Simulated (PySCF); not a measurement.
**C3H9Ga (SMILES [CH3][Ga]([CH3])[CH3]) at 6 levels**

Wanted: a comparison of 6 runs (HF/STO-3G, HF/3-21G, HF/def2-SVP, B3LYP/6-31G*, PBE0/def2-SVP, CCSD/def2-SVP) of C3H9Ga. The job is set up through a Python script.

The results are computed with PySCF 2.14.0.

4 further runs of the same task are left out: 2 that didn't finish, 2 set aside as unsound or not needed.

**1. Starting point**

C3H9Ga has 13 atoms, charge 0, and is taken as a singlet. As SMILES, `[CH3][Ga]([CH3])[CH3]`. Geometry: a GFN2-xTB relaxation, a rough one for these elements and not checked as a minimum.

Bond lengths: Ga1–C2 2.046 Å, Ga1–C6 2.046 Å, Ga1–C10 2.045 Å, C2–H3 1.093 Å, C2–H4 1.095 Å, C2–H5 1.094 Å, C6–H7 1.094 Å, C6–H8 1.094 Å, C6–H9 1.094 Å, C10–H11 1.093 Å, C10–H12 1.094 Å, C10–H13 1.094 Å. Some angles: C2–Ga1–C6 120.1°, C2–Ga1–C10 119.8°, C6–Ga1–C10 120.1°, Ga1–C2–H3 111.2°, Ga1–C2–H4 111.1°, Ga1–C2–H5 111.4°, Ga1–C6–H7 110.9°, Ga1–C6–H8 111.2°, Ga1–C6–H9 111.7°, Ga1–C10–H11 111.9°.

**2. Energy and gradient at HF/STO-3G (run 1)**

run.py reads:

```python
import pyscf.grad
from pyscf import gto

mol = gto.Mole()
mol.atom = '''
Ga    -0.002627     0.004309    -0.009657
C      3.862827    -0.014305    -0.026891
H      4.600595    -1.940975    -0.132772
H      4.617999     0.859844     1.689056
H      4.615354     1.047721    -1.632572
C     -1.925083     3.359650    -0.005934
H     -3.025546     3.578650     1.730573
H     -3.257359     3.458577    -1.583496
H     -0.642734     4.974062    -0.150970
C     -1.939974    -3.340185     0.023754
H     -3.983996    -3.046862    -0.053290
H     -1.516373    -4.417197     1.736488
H     -1.403103    -4.523267    -1.584290
'''
mol.verbose = 4
mol.charge = 0
mol.basis = 'sto-3g'
mol.unit = 'bohr'
mol.spin = 0
mol.max_memory = 1860
mol.build()

mf = mol.RHF()
mf.conv_tol = 1e-10
mf.kernel()
if not mf.converged:
    mf = mf.newton().run(mf.mo_coeff, mf.mo_occ)

etot = mf.e_tot
print(f'total energy: {etot:.8f} hartree')
grad = mf.Gradients().kernel()
mf.analyze()
```

Run with:

```console
$ OMP_NUM_THREADS=1 python run.py
```

Output:

```text
PySCF version 2.14.0

[... 82 lines left out ...]
total energy: -2018.33289558 hartree
[... 17 lines left out ...]
DFT Exchange-Correlation Energy =      -93.477454204265769
[... 7 lines left out ...]
MO #6   energy= -10.9745545157569  occ= 2
[... 5 lines left out ...]
MO #12  energy= -3.85678444234569  occ= 2
[... 5 lines left out ...]
MO #18  energy= -0.499569213368066 occ= 2
[... 5 lines left out ...]
MO #24  energy= -0.336139194769017 occ= 2
[... 5 lines left out ...]
MO #30  energy= 0.195903335333287  occ= 0
[... 5 lines left out ...]
MO #36  energy= 0.73418611444941   occ= 0
[... 5 lines left out ...]
MO #42  energy= 0.781684035634901  occ= 0
[... 58 lines left out ...]
Dipole moment(X, Y, Z, Debye):  0.00133, -0.00518,  0.02181
```

Wall time 2.9 s (1 thread of Intel Xeon Platinum 8488C (Sapphire Rapids), shared host); peak memory 0.12 GiB.

**3. Energy and forces at HF/3-21G (run 2)**

job.py reads:

```python
import pyscf.grad
from pyscf import gto, scf

system = gto.Mole()
system.atom = '''
Ga    -0.002627     0.004309    -0.009657
C      3.862827    -0.014305    -0.026891
H      4.600595    -1.940975    -0.132772
H      4.617999     0.859844     1.689056
H      4.615354     1.047721    -1.632572
C     -1.925083     3.359650    -0.005934
H     -3.025546     3.578650     1.730573
H     -3.257359     3.458577    -1.583496
H     -0.642734     4.974062    -0.150970
C     -1.939974    -3.340185     0.023754
H     -3.983996    -3.046862    -0.053290
H     -1.516373    -4.417197     1.736488
H     -1.403103    -4.523267    -1.584290
'''
system.max_memory = 1860
system.basis = '3-21g'
system.unit = 'bohr'
system.verbose = 4
system.build()

calc0 = scf.RHF(system)
calc0.conv_tol = 1e-10
calc0.kernel()
if not calc0.converged:
    calc0 = calc0.newton().run(calc0.mo_coeff, calc0.mo_occ)

e_final = calc0.e_tot
print(f'total energy: {e_final:.8f} hartree')
grad = calc0.Gradients().kernel()
dip = calc0.dip_moment()
pop, q = calc0.mulliken_pop()
```

Run with:

```console
$ OMP_NUM_THREADS=1 python job.py
```

Output:

```text
PySCF version 2.14.0

[... 65 lines left out ...]
converged SCF energy = -2032.05682394346
total energy: -2032.05682394 hartree
[... 11 lines left out ...]
Dipole moment(X, Y, Z, Debye):  0.00134, -0.00761,  0.00871
[... 81 lines left out ...]
charge of   12H =      0.20246
```

It took 3.3 s on 1 thread of Intel Xeon Platinum 8488C (Sapphire Rapids), shared host; peak memory 0.14 GiB.

**4. Energy and forces at HF/def2-SVP (run 3)**

run.py reads:

```python
from pyscf import gto, scf

mol = gto.M(
    atom='''
Ga    -0.001390     0.002280    -0.005110
C      2.044120    -0.007570    -0.014230
H      2.434530    -1.027120    -0.070260
H      2.443740     0.455010     0.893810
H      2.442340     0.554430    -0.863920
C     -1.018710     1.777850    -0.003140
H     -1.601050     1.893740     0.915780
H     -1.723720     1.830200    -0.837950
H     -0.340120     2.632160    -0.079890
C     -1.026590    -1.767550     0.012570
H     -2.108240    -1.612330    -0.028200
H     -0.802430    -2.337480     0.918910
H     -0.742490    -2.393610    -0.838370
''',
    max_memory=1860,
    verbose=4,
    charge=0,
    basis='def2-svp',
)

mf = scf.RHF(mol)
mf.conv_tol = 1e-10
mf.kernel()
if not mf.converged:
    mf = mf.newton().run(mf.mo_coeff, mf.mo_occ)

energy = mf.e_tot
print('Final energy', energy)
grad = mf.nuc_grad_method().kernel()
mf.analyze()
```

Run with:

```console
$ OMP_NUM_THREADS=1 python run.py
```

Output:

```text
PySCF version 2.14.0

[... 83 lines left out ...]
Two-electron Coulomb Energy =         1155.290773637426355
[... 16 lines left out ...]
MO #14  energy= -1.17658399982341  occ= 2
[... 14 lines left out ...]
MO #29  energy= -0.37564470921014  occ= 2
[... 14 lines left out ...]
MO #44  energy= 0.488806332602286  occ= 0
[... 14 lines left out ...]
MO #59  energy= 0.89433130919842   occ= 0
[... 14 lines left out ...]
MO #74  energy= 1.47598963485398   occ= 0
[... 14 lines left out ...]
MO #89  energy= 2.11053813058759   occ= 0
[... 14 lines left out ...]
MO #104 energy= 2.73035066686323   occ= 0
[... 14 lines left out ...]
MO #119 energy= 3.3120203606917    occ= 0
[... 135 lines left out ...]
Dipole moment(X, Y, Z, Debye):  0.00077, -0.00682,  0.00409
```

Wall time 17 s (1 thread of Intel Xeon Platinum 8488C (Sapphire Rapids), shared host); peak memory 0.31 GiB.

Runs 4 to 5 aren't shown in full; the table further down has their settings and results.

**5. The energy at CCSD/def2-SVP (run 6)**

start.xyz reads:

```xyz
13
C3H9Ga
Ga    -0.001390     0.002280    -0.005110
C      2.044120    -0.007570    -0.014230
H      2.434530    -1.027120    -0.070260
H      2.443740     0.455010     0.893810
H      2.442340     0.554430    -0.863920
C     -1.018710     1.777850    -0.003140
H     -1.601050     1.893740     0.915780
H     -1.723720     1.830200    -0.837950
H     -0.340120     2.632160    -0.079890
C     -1.026590    -1.767550     0.012570
H     -2.108240    -1.612330    -0.028200
H     -0.802430    -2.337480     0.918910
H     -0.742490    -2.393610    -0.838370
```

calc.py reads:

```python
from pyscf import gto, cc

mol = gto.Mole()
mol.atom = 'start.xyz'
mol.basis = 'def2-svp'
mol.verbose = 3
mol.max_memory = 1860
mol.build()

mf = mol.RHF()
mf.conv_tol = 1e-10
mf.kernel()
if not mf.converged:
    mf = mf.newton().run(mf.mo_coeff, mf.mo_occ)

mycc = cc.CCSD(mf, frozen=12)
mycc.kernel()
etot = mycc.e_tot
print(f'total energy: {etot:.8f} hartree')
mf.analyze()
```

Run with:

```console
$ OMP_NUM_THREADS=1 python calc.py
```

Output:

```text
converged SCF energy = -2041.7579935495
[... 9 lines left out ...]
MO #7   energy= -11.202741240971   occ= 2
[... 13 lines left out ...]
MO #21  energy= -0.539114457346206 occ= 2
[... 13 lines left out ...]
MO #35  energy= 0.265455990596848  occ= 0
[... 13 lines left out ...]
MO #49  energy= 0.657115144190518  occ= 0
[... 13 lines left out ...]
MO #63  energy= 0.938235256868038  occ= 0
[... 13 lines left out ...]
MO #77  energy= 1.60774715613012   occ= 0
[... 13 lines left out ...]
MO #91  energy= 2.24700395329171   occ= 0
[... 13 lines left out ...]
MO #105 energy= 2.76905063135729   occ= 0
[... 13 lines left out ...]
MO #119 energy= 3.3120203606917    occ= 0
[... 14 lines left out ...]
Dipole moment(X, Y, Z, Debye):  0.00077, -0.00682,  0.00409
```

It took 37 s on 1 thread of Intel Xeon Platinum 8488C (Sapphire Rapids), shared host; peak memory 1.1 GiB.

**6. The series**

| run | level | Cartesian functions | integration grid | energy (Eh) | dipole moment (D) of the reference | HOMO energy (eV) | LUMO energy (eV) | wall time |
| --- | --- | --- | --- | --- | --- | --- | --- | --- |
| 1 | HF/STO-3G | no | – | -2018.332896 | 0.02 | -6.38 | 5.33 | 2.9 s |
| 2 | HF/3-21G | no | – | -2032.056824 | 0.01 | -10.05 | 2.21 | 3.3 s |
| 3 | HF/def2-SVP | no | – | -2041.757994 | 0.01 | -10.22 | 2.20 | 17 s |
| 4 | B3LYP/6-31G* (Cartesian functions) | yes | 5 | -2044.370465 | 0.01 | -6.92 | -0.82 | 39 s |
| 5 | PBE0/def2-SVP | no | 5 | -2043.850778 | 0.01 | -7.34 | -0.63 | 48 s |
| 6 | CCSD/def2-SVP | no | – | -2042.458215 | 0.01 | -10.22 | 2.20 | 37 s |

**7. Results**

```
                                           quantity           value
                                run 6: total energy  -2042.45822 Eh
        run 6: dipole moment (Hartree–Fock density)          0.01 D
         run 6: HOMO energy (Hartree–Fock orbitals)       -10.22 eV
         run 6: LUMO energy (Hartree–Fock orbitals)         2.20 eV
       run 6: HOMO–LUMO gap (Hartree–Fock orbitals)        12.42 eV
run 6: correlation energy (12 core orbitals frozen)      -700.2 mEh
                               run 6: T1 diagnostic           0.010
```

Over runs 1, 2, 3, 4, 5 the HOMO–LUMO gap runs from 6.09 eV (B3LYP/6-31G*) to 12.42 eV (HF/def2-SVP). The two ends differ in method and basis. Totals of different functionals can't be ranked against each other. In run 1 the basis is minimal, so the values are rough. All runs together took 2.4 min, the longest 48 s.
